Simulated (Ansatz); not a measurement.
# CH5As (SMILES C[AsH2]): single points off equilibrium

One table from this session's results is given with a row withheld; the runs are named, their logs left out.

Program: Ansatz 0.2.0, Gaussian basis. Level of theory: single points in def2-TZVPP. These are calculated values, not measurements.

Cores are frozen in the correlated methods. Filled d shells of the heavier atoms are correlated.

**The starting structure**

SMILES `C[AsH2]`, 7 atoms, charge 0, spin multiplicity 1.

Atoms are counted from 1 here; the program's logs count them from 0.

Bond lengths: C1–As2 1.990 Å, C1–H3 1.075 Å, C1–H4 1.094 Å, C1–H5 1.131 Å, As2–H6 1.422 Å, As2–H7 1.524 Å. Angles: As2–C1–H3 111.5°, As2–C1–H4 107.5°, As2–C1–H5 110.9°, H3–C1–H4 101.6°, H3–C1–H5 113.4°, H4–C1–H5 111.5°, C1–As2–H6 95.4°, C1–As2–H7 94.6°, H6–As2–H7 95.1°.

As a file:

| atom | x (Å) | y (Å) | z (Å) |
| --- | --- | --- | --- |
| C1 | -0.08520 | -0.73640 | -0.26550 |
| As2 | 0.71030 | 0.82750 | 0.67250 |
| H3 | -0.22260 | -1.56800 | 0.40180 |
| H4 | 0.67200 | -1.12780 | -0.95160 |
| H5 | -1.02820 | -0.44000 | -0.81460 |
| H6 | -0.50450 | 1.25060 | 1.27930 |
| H7 | 0.59490 | 1.76200 | -0.52610 |

Set-up of the first run:

The input, run/in.yaml:

```yaml
crystal:
  periodic: [false, false, false]
  atoms:
    - {symbol: C, position_ang: [-0.085200, -0.736400, -0.265500]}
    - {symbol: As, position_ang: [0.710300, 0.827500, 0.672500]}
    - {symbol: H, position_ang: [-0.222600, -1.568000, 0.401800]}
    - {symbol: H, position_ang: [0.672000, -1.127800, -0.951600]}
    - {symbol: H, position_ang: [-1.028200, -0.440000, -0.814600]}
    - {symbol: H, position_ang: [-0.504500, 1.250600, 1.279300]}
    - {symbol: H, position_ang: [0.594900, 1.762000, -0.526100]}
basis:
  gaussian: {orbitals: def2-TZVPP}
correlation: {method: ccsd_t}
output: {forces: true}
```

No record of the launch command was kept for these runs.

Among the steps run: CCSD(T)/def2-TZVPP; PBE0-D4/def2-TZVPP; wB97M-V/def2-TZVPP; r2SCAN-D4/def2-TZVPP; PBE-D4/def2-TZVPP; LC-wPBE/def2-TZVPP; BHLYP-D4/def2-TZVPP.

One of the session's tables, all rows but one given; the rest of the session is left out.

```
   method  RMS force component (eV/Å)  angle to CCSD(T) forces (°)  dipole (D)
  CCSD(T)                       0.802                    reference        0.88
  PBE0-D4                           ?                            ?           ?
  wB97M-V                       0.816                          2.4        0.82
r2SCAN-D4                       0.832                          3.1        0.96
   PBE-D4                       0.893                         11.4        0.88
  LC-wPBE                       0.814                          9.3        0.94
 BHLYP-D4                       0.819                          9.0        0.85
```

Estimate the missing values for PBE0-D4.

As computed: RMS force component (eV/Å): 0.845; angle to CCSD(T) forces (°): 3.1; dipole (D): 0.91. In the column «RMS force component (eV/Å)» it lies between r2SCAN-D4 (0.832) and PBE-D4 (0.893).
